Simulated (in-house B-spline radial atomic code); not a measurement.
**Fe³⁺: excited configurations**

How much energy does it take to promote electrons of Fe³⁺ to other shells? Each configuration is solved by itself and compared with the reference.

Method: scalar-relativistic (spin-free one-electron X2C) exchange-only LDA (Slater), spin-polarised, spherical fractional occupations, Fermi nucleus, basis-set limit. Code: in-house B-spline radial atomic code version 1.

### 1 The atom as given

```
element       : iron (Z = 26)
charge        : +3
electrons     : 23
configuration : [Ar] 3d5
Hamiltonian   : scalar-relativistic (X2C)
nucleus       : Fermi, rms radius 3.738 fm
```

The outer shells:

[Ar] 3d5
```
[Ar] core
3d [↑ ][↑ ][↑ ][↑ ][↑ ]
```

Where spins are not typed, each open shell is filled with up spins first.

The run's settings:

```ini
Z = 26
electrons = 23.0
configuration = [Ar] 3d5
hamiltonian = x2c
method = lda,
spin_polarised = True
nucleus = fermi
rms_radius = 3.7377
mass_number = 56
atomic_mass = 55.934935537
speed_of_light = 137.035999084
```

The reference is known from an earlier run: -1265.987981 hartree in all. Up to eight levels, counted from the top:

| orbital | occupation | energy (eV) | <r> (bohr) |
| --- | --- | --- | --- |
| 2s down | 1 | -850.87 | 0.2671 |
| 2p up | 3 | -733.73 | 0.2361 |
| 2p down | 3 | -731.39 | 0.2354 |
| 3s up | 1 | -131.16 | 0.8054 |
| 3s down | 1 | -124.54 | 0.8091 |
| 3p up | 3 | -97.353 | 0.8450 |
| 3p down | 3 | -90.856 | 0.8513 |
| 3d up | 5 | -44.024 | 0.9823 |

### 2 Run with [Ar] 3d4 4s1

The run's settings:

```ini
Z = 26
electrons = 23.0
configuration = [Ar] 3d4 4s1
hamiltonian = x2c
method = lda,
spin_polarised = True
nucleus = fermi
rms_radius = 3.7377
mass_number = 56
atomic_mass = 55.934935537
speed_of_light = 137.035999084
```

### 3 Configuration [Ne] 3s2 3p5 3d5 4s1

Settings: those of step 2 with these lines changed.

```diff
@@ -2,3 +2,3 @@
 electrons = 23.0
-configuration = [Ar] 3d4 4s1
+configuration = [Ne] 3s2 3p5 3d5 4s1
 hamiltonian = x2c
```

### 4 1s2 2s2 2p6 3s2 3p2,3 3d0,5 4p0,1

In configurations, two counts after a shell (as in p1,2) give the electrons with spin up and with spin down.

Settings: those of step 3 with these lines changed.

```diff
@@ -2,3 +2,3 @@
 electrons = 23.0
-configuration = [Ne] 3s2 3p5 3d5 4s1
+configuration = 1s2 2s2 2p6 3s2 3p2,3 3d0,5 4p0,1
 hamiltonian = x2c
```

### 5 Run with 1s2 2s2 2p6 3s2 3p3,2 3d2,4

Settings: those of step 4 with these lines changed.

```diff
@@ -2,3 +2,3 @@
 electrons = 23.0
-configuration = 1s2 2s2 2p6 3s2 3p2,3 3d0,5 4p0,1
+configuration = 1s2 2s2 2p6 3s2 3p3,2 3d2,4
 hamiltonian = x2c
```

### 6 1s2 2s2 2p6 3s2 3p3,2 3d2,3 4s1,0

Settings: those of step 5 with these lines changed.

```diff
@@ -2,3 +2,3 @@
 electrons = 23.0
-configuration = 1s2 2s2 2p6 3s2 3p3,2 3d2,4
+configuration = 1s2 2s2 2p6 3s2 3p3,2 3d2,3 4s1,0
 hamiltonian = x2c
```

### 7 Configuration 1s2 2s2 2p6 3s2 3p2,3 3d3,2 4d1,0

Settings: those of step 6 with these lines changed.

```diff
@@ -2,3 +2,3 @@
 electrons = 23.0
-configuration = 1s2 2s2 2p6 3s2 3p3,2 3d2,3 4s1,0
+configuration = 1s2 2s2 2p6 3s2 3p2,3 3d3,2 4d1,0
 hamiltonian = x2c
```

### 8 1s2 2s2 2p6 3s2 3p6 3d4,1

Settings: those of step 7 with these lines changed.

```diff
@@ -2,3 +2,3 @@
 electrons = 23.0
-configuration = 1s2 2s2 2p6 3s2 3p2,3 3d3,2 4d1,0
+configuration = 1s2 2s2 2p6 3s2 3p6 3d4,1
 hamiltonian = x2c
```

Before running: How far above the reference does each configuration lie (order and size, in eV)?

The runs gave:

| net move | configuration | 2|M_S|+1 | energy above the reference (eV) | largest <r> (bohr) |
| --- | --- | --- | --- | --- |
| same shells, spins typed | 1s2 2s2 2p6 3s2 3p6 3d4,1 | 4 | 4.947 | 1.01 |
| 3d → 4s | [Ar] 3d4 4s1 | 6 | 14.666 | 2.17 |
| 3p → 3d, spins typed | 1s2 2s2 2p6 3s2 3p3,2 3d2,4 | 2 | 60.733 | 0.987 |
| 3p → 4s | [Ne] 3s2 3p5 3d5 4s1 | 8 | 61.227 | 2.15 |
| 3p → 4p, spins typed | 1s2 2s2 2p6 3s2 3p2,3 3d0,5 4p0,1 | 8 | 68.988 | 2.42 |
| 3p → 4s, spins typed | 1s2 2s2 2p6 3s2 3p3,2 3d2,3 4s1,0 | 2 | 74.853 | 2.19 |
| 3p → 4d, spins typed | 1s2 2s2 2p6 3s2 3p2,3 3d3,2 4d1,0 | 2 | 92.738 | 3.23 |

What this shows: The energies run from 4.947 eV (same shells, spins typed) to 92.738 eV (3p → 4d, spins typed). 2 of them lie more than 60 % above minus the reference's highest level (44.024 eV), in the range where a state can decay by emitting an electron. The reference has 2|M_S|+1 = 6; 6 of the configurations differ from it in spin. These are spherical averages at the typed spins, not spectroscopic levels.
